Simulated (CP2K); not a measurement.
Runs of CP2K 2026.2 on BiTe. It takes space group R-3m (No. 166, trigonal). Conventional cell: a = 4.845 Å, b = 4.845 Å, c = 9.952 Å, α = 90.00°, β = 90.00°, γ = 120.00°. Bi (site symmetry -3m) is surrounded by 6 Te at 3.25 Å. Around Te (site symmetry -3m) lie 6 Bi at 3.25 Å. The cell comes from a database or a generator and needn't be the stable form of this composition.

```tsv
task	level	potentials or basis	cell	smearing	EPS_DEFAULT	NGRIDS	points a segment of the path (NPOINTS)	bands added on the path	CUTOFF of the grids	gap on the mesh (eV)	pressure (GPa)
band structure	PBE	POTENTIAL_UZH Bi GTH-PBE-q5, Te GTH-PBE-q6; TZVP-MOLOPT-PBE-GTH basis	as given	fermi-dirac 0.05 eV	1.0E-9	4	10	6	450 Ry	none	0.7
band structure	r2SCAN	POTENTIAL_UZH Bi GTH-SCAN-q5, Te GTH-SCAN-q6; TZVP-MOLOPT-SCAN-GTH basis	as given	fermi-dirac 0.1 eV	1.0E-10	4	8	6	675 Ry	none	-1.2
single point	PBEsol	POTENTIAL_UZH Bi GTH-PBE-q5, Te GTH-PBE-q6; TZVP-MOLOPT-PBE-GTH basis	as given	fermi-dirac 0.05 eV	1.0E-10	4	-	-	450 Ry	none	-0.5
band structure	LDA	GTH_POTENTIALS Bi GTH-PADE-q5, Te GTH-PADE-q6; TZVP-MOLOPT-PBE-GTH basis	as given	fermi-dirac 0.05 eV	1.0E-9	5	8	2	450 Ry	none	(a)
single point	PBEsol	POTENTIAL_UZH Bi GTH-PBE-q5, Te GTH-PBE-q6; TZVP-MOLOPT-PBE-GTH basis	atoms moved at random, drawn with an rms of 0.05 Å	fermi-dirac 0.05 eV	1.0E-10	4	-	-	450 Ry	none	-0.4
band structure	PBEsol	POTENTIAL_UZH Bi GTH-PBE-q5, Te GTH-PBE-q6; TZVP-MOLOPT-PBE-GTH basis	as given	fermi-dirac 0.05 eV	1.0E-9	5	8	4	450 Ry	none	-0.5
```

Alike in all rows: no spin polarisation; k mesh 7 × 7 × 7.

**Question.** Fill in the values left out.

**Answer.** (a) -3.0.

Caveats: spin-orbit coupling is left out, which moves the levels of the heavy elements; the basis of atomic orbitals isn't converged, which shifts pressures, moduli and gaps; the potentials were made for another functional, which shifts forces and pressure (some runs).

A k mesh can miss the band edges, and the runs leave out spin-orbit coupling on Bi, Te.

A gap of «none» marks a metal or a gap under the smearing width.
